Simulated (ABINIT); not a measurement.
Crystal: TaWC2.

```
CELL_PARAMETERS angstrom
1.57186 0.90751 5.10162
-1.57186 0.90751 5.10162
0.00000 -1.81502 5.10162
ATOMIC_POSITIONS crystal
W 0.00000 0.00000 0.00000
Ta 0.50000 0.50000 0.50000
C 0.25093 0.25093 0.25093
C 0.74907 0.74907 0.74907
```

The cell comes from a database or a generator and needn't be the stable form of this composition.

Base run:

- Program: ABINIT 10.8.3 (patched build)
- Functional: PBEsol
- Potentials or basis: JTH PAW PBE v2.0
- Cutoff: 517 eV
- k mesh: 10 × 10 × 10
- Occupations: fermi-dirac, width 0.05 eV
- Spin: no spin polarisation

Its results: band gap on the k mesh none (metal or under the smearing width); pressure -10.3 GPa; largest force 0.069 eV/Å.

Task: The run is repeated on the same cell with these changes: functional from PBEsol to LDA; potentials or basis from JTH PAW PBE v2.0 to JTH PAW LDA v2.0. What comes out?

Result: Band gap on the k mesh none (metal or under the smearing width); pressure -17.0 GPa; largest force 0.067 eV/Å.

Caveats: spin-orbit coupling is left out, which moves the levels of the heavy elements; the PAW data sets were made with another functional, which shifts forces and pressure a little (some runs).
